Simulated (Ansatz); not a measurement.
A nudged elastic band was laid between two geometries of a periodic cell of 17 atoms, Si$_{16}$O (host Si, host structure diamond, interstitial O).

Computed with DFT PBEsol, scalar-relativistic, plane waves, PAW (Ansatz). Settings: cutoff 420 eV, k mesh 2x2x2, fermi-dirac smearing 0.05 eV, spin collinear.

```yaml
movable_images: 5
climbing_image: yes
spring: 5.0 eV/Å²
optimiser: quadratic models (default)
start_path: IDPP
force_threshold: 0.05 eV/Å
iteration_limit: 80
end_points: relaxed
```

Image 0:

```xyz
17
Lattice="0.0000 5.4300 5.4300 5.4300 0.0000 5.4300 5.4300 5.4300 0.0000" Properties=species:S:1:pos:R:3
Si 0.026 -0.007 -0.023
Si 1.367 1.335 1.374
Si 2.705 2.711 0.016
Si 4.080 4.084 1.335
Si 2.795 0.280 2.961
Si 4.211 1.619 4.248
Si 5.515 2.820 2.699
Si 6.865 4.153 4.094
Si -0.259 2.582 2.533
Si 1.082 3.994 3.822
Si 2.637 5.354 2.686
Si 3.968 6.706 4.081
Si 2.414 2.705 5.234
Si 4.081 4.377 6.977
Si 5.438 5.445 5.431
Si 6.774 6.778 6.777
O 2.693 4.091 6.109
```

Image 6:

```xyz
17
Lattice="0.0000 5.4300 5.4300 5.4300 0.0000 5.4300 5.4300 5.4300 0.0000" Properties=species:S:1:pos:R:3
Si -0.009 0.017 0.003
Si 1.466 1.275 1.351
Si 2.727 2.705 -0.021
Si 3.994 4.148 1.332
Si 2.802 -0.079 2.739
Si 4.094 1.349 4.075
Si 5.354 2.815 2.719
Si 6.787 4.079 4.086
Si 0.261 2.577 2.901
Si 1.341 4.379 3.884
Si 2.631 5.702 2.468
Si 4.063 6.756 4.052
Si 3.017 2.705 5.613
Si 4.349 3.982 7.033
Si 5.407 5.412 5.447
Si 6.656 7.039 6.601
O 2.733 4.094 4.747
```

(1) Which bonds break or form, and what moves?

(2) Give the energies along the band, and the barrier.

(3) What is the geometry of the highest image?

Answers

(1) The atom that moves furthest is O17, by 1.36 Å; four of its nearest neighbours are Si14 1.66, Si13 1.66, Si10 2.80, Si5 2.80 Å at the first end and Si13 1.66, Si10 1.66, Si11 2.79, Si14 2.80 Å at the last.

(2) It converged. The highest image is number 3 of 0 to 6, 1.39 eV above the ends, which have the same energy within 2 meV. By the program's own check the climbing image is of a kind that is not told: the force calls were inconclusive, a negative curvature could not be distinguished from the path's own, the only one lies far off the path, or fixed occupations may fill a level only in part (lowest curvatures found: -14.93 and 0.01 eV/Å²). Limits of this set-up: coarse k mesh, a small cell, in which the defect meets its images, a typed lattice constant that wasn't relaxed here.

| image | path coordinate (Å) | energy (eV) | Si10–Si13 (Å) | Si14–O17 (Å) | Si10–O17 (Å) |
| --- | --- | --- | --- | --- | --- |
| 0 | 0.00 | 0.00 | 2.33 | 1.66 | 2.80 |
| 1 | 0.53 | 0.02 | 2.33 | 1.66 | 2.73 |
| 2 | 1.06 | 0.40 | 2.36 | 1.69 | 2.38 |
| 3 | 1.59 | 1.39 | 2.56 | 1.92 | 1.91 |
| 4 | 2.09 | 0.42 | 2.84 | 2.36 | 1.69 |
| 5 | 2.59 | 0.02 | 2.94 | 2.71 | 1.66 |
| 6 | 3.09 | 0.00 | 2.93 | 2.80 | 1.66 |

(3) 
```xyz
17
Lattice="0.0000 5.4300 5.4300 5.4300 0.0000 5.4300 5.4300 5.4300 0.0000" Properties=species:S:1:pos:R:3:forces:R:3
Si -0.018 0.066 0.003 -0.01 0.00 0.00
Si 1.365 1.383 1.375 0.00 0.00 0.00
Si 2.720 2.725 0.004 0.00 0.00 0.00
Si 4.044 4.137 1.332 0.00 0.01 0.00
Si 2.735 0.027 2.722 0.00 0.00 0.00
Si 4.132 1.380 4.004 0.00 0.00 0.00
Si 5.433 2.846 2.718 0.00 -0.01 0.00
Si 6.821 4.133 4.107 0.00 0.00 0.00
Si 0.024 2.738 2.736 -0.02 0.00 -0.02
Si 1.351 4.209 4.064 0.01 -0.02 0.01
Si 2.717 5.501 2.696 0.00 0.00 -0.01
Si 4.093 6.815 4.078 0.00 0.00 0.00
Si 2.670 2.457 5.377 -0.01 -0.01 -0.01
Si 4.065 4.128 6.777 0.03 0.00 0.03
Si 5.441 5.463 5.452 0.00 0.00 0.00
Si 6.724 6.820 6.843 0.00 0.00 0.00
O 2.715 4.165 5.406 -0.01 0.02 -0.01
```

Time of the run: 3.8 min on 2 threads of Intel(R) Xeon(R) 6975P-C (Granite Rapids), on a shared host, peak memory 1.6 GiB.
